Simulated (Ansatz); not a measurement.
**CH₆ClFSi₂: one species, many methods**

An exercise on one series of results from a longer session: the logs are not shown, and one member is left open.

Program: Ansatz 0.2.0, Gaussian basis. Level of theory: functionals in def2-TZVPP, the program's frozen cores in correlated methods. These are calculated values, not measurements.

Levels to be run: PBE-D4, r2SCAN-D4, PBE0-D4, B3LYP-D4, ωB97X-V, ωB97M-V, B2PLYP; CCSD(T)/def2-TZVPP; MP2/def2-QZVPP; extrapolation to the limit.

## The geometry

An earlier PBE0-D4 in a triple-zeta def2 set relaxation fixed the geometry.

SMILES `F[SiH](Cl)C[SiH3]`, 11 atoms, charge 0, spin multiplicity 1.

Atoms are counted from 1 here; the program's logs count them from 0.

Bond lengths: F1–Si2 1.594 Å, Si2–Cl3 2.045 Å, Si2–C4 1.842 Å, Si2–H6 1.477 Å, C4–Si5 1.881 Å, C4–H7 1.095 Å, C4–H8 1.096 Å, Si5–H9 1.484 Å, Si5–H10 1.487 Å, Si5–H11 1.486 Å. Angles: F1–Si2–Cl3 107.3°, F1–Si2–C4 109.4°, F1–Si2–H6 107.7°, Cl3–Si2–C4 111.0°, Cl3–Si2–H6 107.8°, C4–Si2–H6 113.4°, Si2–C4–Si5 115.1°, Si2–C4–H7 108.9°, Si2–C4–H8 107.6°, Si5–C4–H7 109.1°, Si5–C4–H8 108.7°, H7–C4–H8 107.0°, C4–Si5–H9 110.2°, C4–Si5–H10 109.8°, C4–Si5–H11 109.9°, H9–Si5–H10 108.9°, H9–Si5–H11 109.2°, H10–Si5–H11 108.7°.

Coordinates:

```
F    -0.1511    0.2096    2.2995
Si    0.8441   -0.4173    1.2242
Cl    1.4795   -2.2163    1.9609
C    -0.0422   -0.6364   -0.3754
Si   -0.8312    0.9225   -1.0718
H     2.0193    0.4717    1.1268
H    -0.8138   -1.4038   -0.2519
H     0.6801   -1.0213   -1.1043
H    -1.9577    1.3571   -0.2087
H     0.1772    2.0138   -1.1346
H    -1.3387    0.6632   -2.4442
```

The first run:

in.yaml reads:

```yaml
crystal:
  periodic: [false, false, false]
  atoms:
    - {symbol: F, position_ang: [-0.151105, 0.209557, 2.299539]}
    - {symbol: Si, position_ang: [0.844141, -0.417257, 1.224247]}
    - {symbol: Cl, position_ang: [1.479494, -2.216310, 1.960932]}
    - {symbol: C, position_ang: [-0.042223, -0.636360, -0.375383]}
    - {symbol: Si, position_ang: [-0.831238, 0.922515, -1.071798]}
    - {symbol: H, position_ang: [2.019251, 0.471721, 1.126812]}
    - {symbol: H, position_ang: [-0.813768, -1.403755, -0.251855]}
    - {symbol: H, position_ang: [0.680090, -1.021336, -1.104326]}
    - {symbol: H, position_ang: [-1.957708, 1.357103, -0.208743]}
    - {symbol: H, position_ang: [0.177187, 2.013830, -1.134592]}
    - {symbol: H, position_ang: [-1.338720, 0.663193, -2.444232]}
basis:
  gaussian: {orbitals: def2-TZVPP}
hamiltonian: {xc: pbe, dispersion: d4}
output: {forces: true, orbitals: {seedname: orbitals}}
```

On the command line:

```
$ ansatz run in.yaml --threads 4 --pin off --events-out ev --progress --plain --max-ram 10444MiB
```

Steps of the session up to this table: PBE-D4 (GGA); r2SCAN-D4 (meta-GGA); PBE0-D4 (hybrid); B3LYP-D4 (hybrid); ωB97X-V (range-separated); ωB97M-V (range-separated); B2PLYP (double hybrid); CCSD(T) in def2-TZVPP; MP2 in def2-QZVPP.

One of the session's tables, all rows but one given; the rest of the session is left out.

It belongs to the step «Atomisation energies». 

```
            method  atomisation energy (kcal/mol)
            PBE-D4                          917.2
         r2SCAN-D4                              ?
           PBE0-D4                          910.7
          B3LYP-D4                          912.8
           ωB97X-V                          923.1
           ωB97M-V                          920.9
            B2PLYP                          904.9
     HF/def2-TZVPP                          703.4
    MP2/def2-TZVPP                          907.6
   CCSD/def2-TZVPP                          885.6
CCSD(T)/def2-TZVPP                          896.0
           MP2/CBS                          932.1
       CCSD(T)/CBS                          920.5
```

Q: Estimate the row for r2SCAN-D4 from the others.

The run gave: atomisation energy (kcal/mol): 919.5. In the column «atomisation energy (kcal/mol)» it lies between PBE-D4 (917.2) and CCSD(T)/CBS (920.5).

To keep in mind: Free atoms (1 F, 2 Si, 1 Cl, 1 C, 6 H) were run apart at each level; the atomisation energy is their sum less the molecule, without zero-point or spin-orbit terms.
